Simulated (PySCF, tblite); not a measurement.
# Si₃H₆O₃, a small molecule taken as a stand-in for a surface group (silica 3-ring): NMR shifts, core binding energies and electronic excitations

Wanted: the NMR shifts, core binding energies and electronic excitations for `O1[SiH2]O[SiH2]O[SiH2]1`.

Programs: tblite 0.8.0 and PySCF 2.14.0. All values are calculated, for the isolated system unless a continuum is named. Atoms count from 0, parts from 1.

### 1 The system as given

12 atoms, charge 0, multiplicity 1; geometry: distance geometry start.

### 2 Relaxing the cluster with GFN2-xTB

What the job is given:

```
{"job": {"kind": "relax", "xc": "GFN2-xTB", "basis": "xTB"}, "charge": 0, "multiplicity": 1}
O     -1.728370     0.512081    -0.432353
Si    -1.151438    -1.091572    -0.228318
O      0.304219    -1.206492     0.612435
Si     1.583214    -0.292171    -0.062208
O      0.915841     1.151568    -0.785439
Si    -0.463818     1.525301     0.194617
H     -2.168276    -1.833955     0.585269
H     -1.117592    -1.773313    -1.534028
H      2.496990     0.087724     1.009490
H      2.325571    -1.082177    -1.041292
H     -0.800844     2.937111     0.158688
H     -0.228320     1.016777     1.542978
```

Method: GFN2-xTB geometry optimisation, gas phase.

On the command line:

```console
OMP_NUM_THREADS=1 python cluster_run.py task.json out
```

One launch serves the whole session: the jobs run in the order shown.

Log:

```text
step      E/eV     max force
  0    -563.90962    3.226
  1    -564.32419    2.273
  2    -564.68724    1.788
  3    -564.76471    0.708
  4    -564.83449    0.596
  5    -564.90065    0.820
  6    -565.01250    1.159
  7    -565.13517    0.872
  8    -565.19111    0.641
  9    -565.23889    0.525
 10    -565.28450    0.735
 11    -565.33693    0.877
 12    -565.40627    0.702
 13    -565.46826    0.579
 14    -565.50496    0.506
 15    -565.53369    0.502
 16    -565.57090    0.528
 17    -565.60737    0.471
 18    -565.64161    0.776
 19    -565.67500    0.555
 20    -565.71229    0.356
 21    -565.72696    0.303
 22    -565.73715    0.258
 23    -565.74761    0.272
 24    -565.75691    0.260
 25    -565.76772    0.251
 26    -565.77579    0.226
 27    -565.77975    0.174
 28    -565.78210    0.128
 29    -565.78510    0.185
 30    -565.78863    0.197
 31    -565.79250    0.170
 32    -565.79566    0.078
 33    -565.79662    0.053
 34    -565.79710    0.053
 35    -565.79728    0.044
 36    -565.79747    0.042
 37    -565.79777    0.039
 38    -565.79817    0.044
 39    -565.79850    0.039
 40    -565.79864    0.028
 41    -565.79870    0.025
 42    -565.79874    0.020
 43    -565.79879    0.015
 44    -565.79884    0.015
 45    -565.79887    0.013
 46    -565.79889    0.010
 47    -565.79890    0.009
 48    -565.79891    0.010
 49    -565.79893    0.011
 50    -565.79895    0.016
 51    -565.79899    0.016
 52    -565.79901    0.012
 53    -565.79903    0.012
 54    -565.79905    0.011
 55    -565.79907    0.017
 56    -565.79911    0.020
 57    -565.79916    0.016
 58    -565.79919    0.011
 59    -565.79921    0.009
 60    -565.79923    0.012
 61    -565.79924    0.013
 62    -565.79926    0.011
 63    -565.79927    0.010
 64    -565.79928    0.007
```

Wall time 1.1 s (1 thread of Intel Xeon Platinum 8488C, shared host).

Along the way:

```
step  energy from step 0 (eV)  largest force (eV/Å)
   0                   0.0000                3.2272
   2                  -0.7776                1.7873
   4                  -0.9249                0.5959
   6                  -1.1029                1.1587
   8                  -1.2815                0.6406
  10                  -1.3749                0.7355
  12                  -1.4966                0.7019
  14                  -1.5953                0.5058
  16                  -1.6613                0.5276
  18                  -1.7320                0.7761
  20                  -1.8027                0.3562
  22                  -1.8275                0.2579
  24                  -1.8473                0.2603
  26                  -1.8662                0.2259
  28                  -1.8725                0.1279
  30                  -1.8790                0.1968
  32                  -1.8860                0.0776
  34                  -1.8875                0.0530
  36                  -1.8878                0.0420
  38                  -1.8886                0.0440
  40                  -1.8890                0.0285
  42                  -1.8891                0.0207
  44                  -1.8892                0.0153
  46                  -1.8893                0.0101
  48                  -1.8893                0.0099
  50                  -1.8893                0.0154
  52                  -1.8894                0.0122
  54                  -1.8894                0.0105
  56                  -1.8895                0.0196
  58                  -1.8896                0.0112
  60                  -1.8896                0.0118
  62                  -1.8896                0.0114
  64                  -1.8897                0.0068
```

Distances of close pairs at the start and the end, largest changes first:

```
  bond  before (Å)  after (Å)  change (Å)
Si3–O4       1.747      1.626      -0.122
O0–Si5       1.737      1.626      -0.112
O4–Si5       1.733      1.626      -0.107
O0–Si1       1.716      1.626      -0.091
O2–Si3       1.711      1.626      -0.085
Si1–O2       1.685      1.626      -0.059
Si1–H6       1.499      1.454      -0.045
Si1–H7       1.473      1.454      -0.019
```

### 3 Relaxing the molecule at PBE0-D3(BJ)/def2-SVP

What the job is given:

```
{"job": {"xc": "PBE0", "basis": "def2-SVP", "d3": "d3bj", "grid": 2, "kind": "geom", "shake": 0.01}, "charge": 0, "multiplicity": 1}
O     -1.466239     0.326795     0.045981
Si    -1.178971    -1.224025    -0.232714
O      0.416510    -1.445827    -0.254791
Si     1.694647    -0.391373    -0.049046
O      1.047210     1.084877     0.194848
Si    -0.491826     1.618294     0.274099
H     -1.684247    -1.963047     0.906802
H     -1.642237    -1.518437    -1.572276
H      2.354209    -0.772856     1.191387
H      2.386939    -0.350276    -1.292674
H     -0.689163     2.519519    -0.832951
H     -0.708342     2.088771     1.638336
```

Log:

```text
step   0  E = -1096.94623424  max force = 0.038834
step   1  E = -1096.96243061  max force = 0.008753
step   2  E = -1096.96277485  max force = 0.002018
step   3  E = -1096.96280605  max force = 0.000409
step   4  E = -1096.96280689  max force = 0.000206
optimisation converged
```

Run time: 42 s. Hardware: 1 thread of Intel Xeon Platinum 8488C, shared host; peak memory 0.66 GiB.

Along the way:

```
step  energy from step 0 (eV)  largest force component (eV/Å)
   0                   0.0000                          1.9969
   1                  -0.4407                          0.4501
   2                  -0.4501                          0.1038
   3                  -0.4509                          0.0210
   4                  -0.4510                          0.0106
```

Close pairs (by a distance rule), those that changed most:

```
   bond  before (Å)  after (Å)  change (Å)
 Si3–H9       1.424      1.486      +0.062
 O0–Si1       1.602      1.663      +0.061
 Si1–O2       1.611      1.663      +0.052
Si5–H10       1.441      1.486      +0.045
 Si1–H7       1.448      1.486      +0.038
 Si1–H6       1.449      1.486      +0.036
 Si3–O4       1.630      1.663      +0.033
 O4–Si5       1.631      1.663      +0.032
```

The next job starts from the end point, and lists it.

```
                         at the end point                value
  point group (found at 0.08 Å tolerance)                  D3h
rotational constants (GHz, main isotopes)  2.333, 2.332, 1.218
                        dipole moment (D)                 0.00
```

### 4 Nuclear shieldings: PBE0/pcSseg-1

What the job is given:

```
{"job": {"kind": "nmr", "xc": "PBE0", "basis": "pcSseg-1"}, "charge": 0, "multiplicity": 1}
O     -1.502840     0.347832     0.053247
Si    -1.200826    -1.261310    -0.235597
O      0.450087    -1.462901    -0.252265
Si     1.714587    -0.403044    -0.046150
O      1.062521     1.106707     0.200324
Si    -0.504089     1.657078     0.285583
H     -1.789275    -2.078754     0.856364
H     -1.759001    -1.640834    -1.559080
H      2.506030    -0.801393     1.146438
H      2.552327    -0.385664    -1.272929
H     -0.736914     2.656484    -0.788803
H     -0.754067     2.238111     1.629868
```

With the program's defaults for keys left out, this is: GIAO PBE0/pcSseg-1 NMR shielding, non-relativistic, gas phase.

Log:

```text
coarse grid: 11856 points
cycle   1  E = -1097.0467987845  dE =  7.416e-01  |g| = 1.193e+00  |ddm| = 3.352e+00
cycle   2  E = -1096.6782878712  dE =  3.685e-01  |g| = 1.838e+00  |ddm| = 2.107e+00
cycle   3  E = -1097.2895579010  dE = -6.113e-01  |g| = 7.420e-02  |ddm| = 1.458e+00
cycle   4  E = -1097.2906779008  dE = -1.120e-03  |g| = 2.205e-02  |ddm| = 1.093e-01
cycle   5  E = -1097.2907713013  dE = -9.340e-05  |g| = 1.222e-03  |ddm| = 2.523e-02
cycle   6  E = -1097.2907716743  dE = -3.730e-07  |g| = 5.448e-04  |ddm| = 1.799e-03
final grid: 101640 points
cycle   7  E = -1097.3536977549  dE = -3.413e-06  |g| = 9.926e-03  |ddm| = 1.111e-02
cycle   8  E = -1097.3536767637  dE =  2.099e-05  |g| = 1.481e-02  |ddm| = 1.495e-02
cycle   9  E = -1097.3537134433  dE = -3.668e-05  |g| = 3.094e-04  |ddm| = 9.375e-03
cycle  10  E = -1097.3537134578  dE = -1.449e-08  |g| = 1.103e-04  |ddm| = 2.909e-04
cycle  11  E = -1097.3537134596  dE = -1.859e-09  |g| = 3.857e-05  |ddm| = 8.907e-05
cycle  12  E = -1097.3537134599  dE = -2.451e-10  |g| = 4.507e-06  |ddm| = 2.827e-05
converged SCF energy = -1097.3537134599

GIAO shielding tensors (ppm)
atom      isotropic    diamagn.    paramagn.     s11        s22        s33       span
  0 O      250.530     402.105    -151.575    185.317    226.063    340.209    154.892
  1 Si     384.842     879.452    -494.610    355.806    393.047    405.671     49.865
  2 O      250.514     402.101    -151.587    185.320    226.133    340.089    154.769
  3 Si     384.851     879.452    -494.601    355.787    393.069    405.697     49.910
  4 O      250.499     402.111    -151.612    185.248    226.009    340.239    154.991
  5 Si     384.864     879.455    -494.591    355.669    393.178    405.745     50.077
  6 H       26.046      28.642      -2.595     23.088     23.491     31.561      8.473
  7 H       26.041      28.660      -2.619     23.088     23.490     31.545      8.457
  8 H       26.039      28.658      -2.619     23.089     23.488     31.540      8.451
  9 H       26.047      28.634      -2.587     23.087     23.489     31.564      8.477
 10 H       26.042      28.655      -2.613     23.091     23.487     31.549      8.458
 11 H       26.044      28.650      -2.606     23.092     23.487     31.553      8.461
```

Wall time 15 s (1 thread of Intel Xeon Platinum 8488C, shared host); peak memory 0.86 GiB.

The references, computed at this level on geometries of the same kind, shield at (ppm): ¹H TMS 31.27, ²⁹Si TMS 352.0, ¹⁷O H2O 334.6. Their shielding less the atom's gives the shift. The references are single molecules in the gas phase, so shifts against H2O, NH3, PH3, H3PO4 or CFCl3 are not on the usual liquid scales and can be off by tens of ppm. Atoms listed in one row are averaged.

```
                   atoms                                                environment  σ (ppm)  δ (ppm)
H6, H7, H8, H9, H10, H11  hydrogen on a silicon bonded to 2 O, in a 6-membered ring    26.04     5.22
              O0, O2, O4                oxygen bonded to 2 Si, in a 6-membered ring    250.5     84.0
           Si1, Si3, Si5           silicon bonded to 2 O, 2 H, in a 6-membered ring    384.9    -32.9
```

Charges from the same density, by scheme (e):

```
        atoms  Mulliken    IAO  Hirshfeld  ESP fit
   O0, O2, O4     -0.77  -0.88      -0.32    -0.64
Si1, Si3, Si5      1.04   1.19       0.47     0.96
```

Mayer bond orders: O0–Si1 0.91, Si1–O2 0.91, O2–Si3 0.91, Si3–O4 0.91, O4–Si5 0.91, Si5–O0 0.91.

Ring of atoms O0, Si1, O2, Si3, O4, Si5: NICS(0) -2.1, NICS(1) 0.0, NICS(1)zz 3.6 ppm (means of both faces).

### 5 X-ray photoelectron lines: SCAN, X2C

Same as in step 4 but for these lines:

```diff
@@ -1,2 +1,2 @@
-{"job": {"kind": "nmr", "xc": "PBE0", "basis": "pcSseg-1"}, "charge": 0, "multiplicity": 1}
+{"job": {"kind": "xps", "holes": 5}, "charge": 0, "multiplicity": 1}
 O     -1.502840     0.347832     0.053247
```

With the program's defaults for keys left out, this is: delta-SCF UKS SCAN, pcX-2 on the ionised atom, pcseg-1 elsewhere, spin-free X2C.

Log:

```text
ground state, core basis on atom 4 (O), 157 functions
  cycle   1  E = -1099.41453416  |g| = 1.26e+00
  cycle   2  E = -1098.62931298  |g| = 2.37e+00
  cycle   3  E = -1099.69118749  |g| = 1.42e-01
  cycle   4  E = -1099.69389638  |g| = 1.07e-01
  cycle   5  E = -1099.69587152  |g| = 2.86e-02
  cycle   6  E = -1099.69603482  |g| = 5.87e-03
  cycle   7  E = -1099.69604246  |g| = 8.76e-04
  cycle   8  E = -1099.69604400  |g| = 8.95e-05
  E(ground) = -1099.80083276 Eh
hole in O 1s of atom 4
  cycle   1  E = -1079.08650740  |g| = 2.23e+00
  cycle   2  E = -1078.60571607  |g| = 2.22e+00
  cycle   3  E = -1079.84941530  |g| = 4.60e-01
  cycle   4  E = -1079.86578272  |g| = 3.71e-01
  cycle   5  E = -1079.91769272  |g| = 5.69e-02
  cycle   6  E = -1079.91889045  |g| = 7.24e-03
  cycle   7  E = -1079.91891567  |g| = 2.41e-03
  cycle   8  E = -1079.91891804  |g| = 1.22e-03
  cycle   9  E = -1079.91891867  |g| = 9.44e-04
  cycle  10  E = -1079.91891982  |g| = 1.20e-04
  E(ion) = -1080.02424288 Eh   <S^2> = 0.7621   hole on atom = 1.000   binding energy = 538.148 eV
ground state, core basis on atom 5 (Si), 168 functions
  cycle   1  E = -1099.76705732  |g| = 3.12e-01
  cycle   2  E = -1099.76142428  |g| = 2.15e-01
  cycle   3  E = -1099.76337443  |g| = 1.82e-01
  cycle   4  E = -1099.76959433  |g| = 2.46e-02
  cycle   5  E = -1099.76969050  |g| = 7.17e-03
  cycle   6  E = -1099.76969963  |g| = 1.04e-03
  cycle   7  E = -1099.76969918  |g| = 1.92e-04
  E(ground) = -1099.83534923 Eh
hole in Si 2p of atom 5
  cycle   1  E = -1095.45738146  |g| = 1.24e+00
  cycle   2  E = -1094.85725033  |g| = 1.32e+00
  cycle   3  E = -1095.64346430  |g| = 4.86e-01
  cycle   4  E = -1095.75895061  |g| = 1.61e-01
  cycle   5  E = -1095.76761205  |g| = 9.09e-02
  cycle   6  E = -1095.77048235  |g| = 3.00e-02
  cycle   7  E = -1095.77080389  |g| = 1.16e-02
  cycle   8  E = -1095.77085879  |g| = 1.97e-03
  cycle   9  E = -1095.77086022  |g| = 5.16e-04
  cycle  10  E = -1095.77086106  |g| = 3.55e-04
  E(ion) = -1095.84731925 Eh   <S^2> = 0.7512   hole on atom = 1.003   binding energy = 108.520 eV
  2p3/2 = 108.259 eV   2p1/2 = 108.887 eV
```

Run time: 14 s. Hardware: 1 thread of Intel Xeon Platinum 8488C, shared host; peak memory 0.55 GiB.

Binding energies by hole, beside the orbital energy of the ground state; the difference holds orbital relaxation and, for a density functional, its self-interaction error:

```
       hole     stands for                                       environment  ΔSCF (eV; 2p as the shell's mean)  −ε (eV)   ⟨S²⟩
  O1s on O4     O0, O2, O4       oxygen bonded to 2 Si, in a 6-membered ring                             538.15    516.8  0.762
Si2p on Si5  Si1, Si3, Si5  silicon bonded to 2 O, 2 H, in a 6-membered ring                             108.47     97.4  0.751
```

Each hole run stands for the others of its class of like atoms.

With the spin-orbit splitting: Si5 2p3/2 108.26, 2p1/2 108.89 eV. The table gives each 2p level as the mean over the whole 2p shell (two parts 2p3/2, one part 2p1/2), which differs a little from the single hole in the log.

### 6 Excited states and response: CAM-B3LYP/def2-SVPD

Same as in step 5 but for these lines:

```diff
@@ -1,2 +1,2 @@
-{"job": {"kind": "xps", "holes": 5}, "charge": 0, "multiplicity": 1}
+{"job": {"kind": "uv", "xc": "CAM-B3LYP", "basis": "def2-SVPD", "nstates": 6, "ntriplets": 2, "ip": true}, "charge": 0, "multiplicity": 1}
 O     -1.502840     0.347832     0.053247
```

With the program's defaults for keys left out, this is: TDDFT CAM-B3LYP/def2-SVPD, vertical, gas phase, core orbitals frozen in the response.

Log:

```text
coarse grid: 11856 points
cycle   1  E = -1097.1294573989  dE =  7.140e-01  |g| = 1.157e+00  |ddm| = 6.872e+00
cycle   2  E = -1096.9425392526  dE =  1.869e-01  |g| = 1.545e+00  |ddm| = 4.888e+00
cycle   3  E = -1097.3789317264  dE = -4.364e-01  |g| = 5.415e-02  |ddm| = 2.090e+00
cycle   4  E = -1097.3796860905  dE = -7.544e-04  |g| = 1.683e-02  |ddm| = 2.304e-01
cycle   5  E = -1097.3797599658  dE = -7.388e-05  |g| = 1.458e-03  |ddm| = 1.230e-01
cycle   6  E = -1097.3797608276  dE = -8.618e-07  |g| = 4.287e-04  |ddm| = 9.977e-03
final grid: 101640 points
cycle   7  E = -1097.5414302775  dE = -8.049e-06  |g| = 1.252e-03  |ddm| = 4.948e-02
cycle   8  E = -1097.5414301816  dE =  9.597e-08  |g| = 1.537e-03  |ddm| = 5.989e-03
cycle   9  E = -1097.5414305937  dE = -4.121e-07  |g| = 8.115e-05  |ddm| = 2.097e-03
cycle  10  E = -1097.5414305954  dE = -1.699e-09  |g| = 4.877e-05  |ddm| = 5.064e-04
cycle  11  E = -1097.5414305958  dE = -4.256e-10  |g| = 1.658e-05  |ddm| = 1.071e-04
converged SCF energy = -1097.5414305958

Static polarisability (au): isotropic 76.861, principal 71.477 79.550 79.557

Singlet excitations
state   eV       nm        f      main configurations
  1   7.5162    165.0   0.03876   H->L 0.82
  2   7.5988    163.2   0.00000   H->L+1 0.73
  3   7.5995    163.1   0.00000   H->L+2 0.73
  4   8.1541    152.1   0.00000   H-2->L+1 0.35, H-1->L+2 0.35, H->L+6 0.26
  5   8.2284    150.7   0.00000   H-1->L 0.67
  6   8.2297    150.7   0.00000   H-2->L 0.67

Triplet excitations (Tamm-Dancoff, eV): 7.2063 7.2071
Vertical ionisation energy (delta-SCF) = 10.6028 eV
```

It took 3.2 min on 1 thread of Intel Xeon Platinum 8488C, shared host; peak memory 1 GiB.

The orbitals next to the gap, with their largest atomic shares:

```
orbital      eV                         atoms
 HOMO−3  -11.37     O4 49 %, O0 25 %, O2 10 %
 HOMO−2  -10.57    O2 24 %, Si5 14 %, O0 14 %
 HOMO−1  -10.57    O4 24 %, Si1 15 %, O0 13 %
   HOMO   -9.79     O2 10 %, O4 10 %, O0 10 %
   LUMO    0.85  Si5 22 %, Si1 22 %, Si3 22 %
 LUMO+1    1.14   Si5 18 %, O4 16 %, Si3 13 %
 LUMO+2    1.14   Si1 19 %, O2 16 %, Si3 13 %
```

With each of the 6 states as a Gaussian band of 0.4 eV half-width at 1/e, the curve within the window shown has maxima at 165 nm (ε 1,600) L/(mol cm). Beyond the last state computed it falls off for lack of states. The curve at chosen wavelengths:

```
 nm  ε (L/mol/cm)
145             3
146             5
148            19
149            33
150            56
152           140
153           208
154           297
156           539
157           689
158           850
160          1174
161          1316
162          1434
163          1517
165          1566
166          1531
167          1459
169          1237
170          1101
171           959
173           685
174           562
175           453
177           279
178           214
```

Further results of this job:

```
           property  computed
  dipole moment (D)      0.00
polarisability (Å³)     11.39
 HOMO–LUMO gap (eV)     10.64
      −ε(HOMO) (eV)      9.79
```

### 7 What came out

| quantity | value |
| --- | --- |
| point group | D3h |
| rotational constants (main isotopes) | 2.33, 2.33, 1.22 GHz |
| ¹H shifts against TMS (PBE0/pcSseg-1, means over atoms taken as alike) | 5.22 ppm |
| ¹⁷O shifts against H2O (PBE0/pcSseg-1, means over atoms taken as alike) | 84.0 ppm |
| ²⁹Si shifts against TMS (PBE0/pcSseg-1, means over atoms taken as alike) | -32.9 ppm |
| O1s binding energies, SCAN/pcX-2 | O4 538.15 eV |
| Si2p binding energies, SCAN/pcX-2 | Si5 108.47 eV |
| lowest singlet (CAM-B3LYP/def2-SVPD) | 7.52 eV (165 nm), f = 0.039 |
| lowest triplet | 7.21 eV |
| vertical ionisation energy (ΔSCF) | 10.60 eV |

**Reading.** Relaxing lowered the energy by 0.451 eV in 4 steps; the close pair that moved most is Si3–H9, from 1.424 to 1.486 Å (PBE0/def2-SVP). At PBE0/pcSseg-1: The largest span, 155 ppm, is at O0, O2, O4, where the paramagnetic term is -152 ppm. The lowest singlet, at 7.52 eV, is HOMO→LUMO 0.82 and is weak. The lowest triplet lies 0.31 eV below the lowest singlet (triplets in Tamm-Dancoff, singlets in full TDDFT). ΔSCF puts the ionisation energy at 10.60 eV, 0.82 eV above −ε(HOMO). A capped cluster stands for the solid here, so long-range fields and strain are missing, and bands or shifts of the capping hydrogens have no counterpart in it.
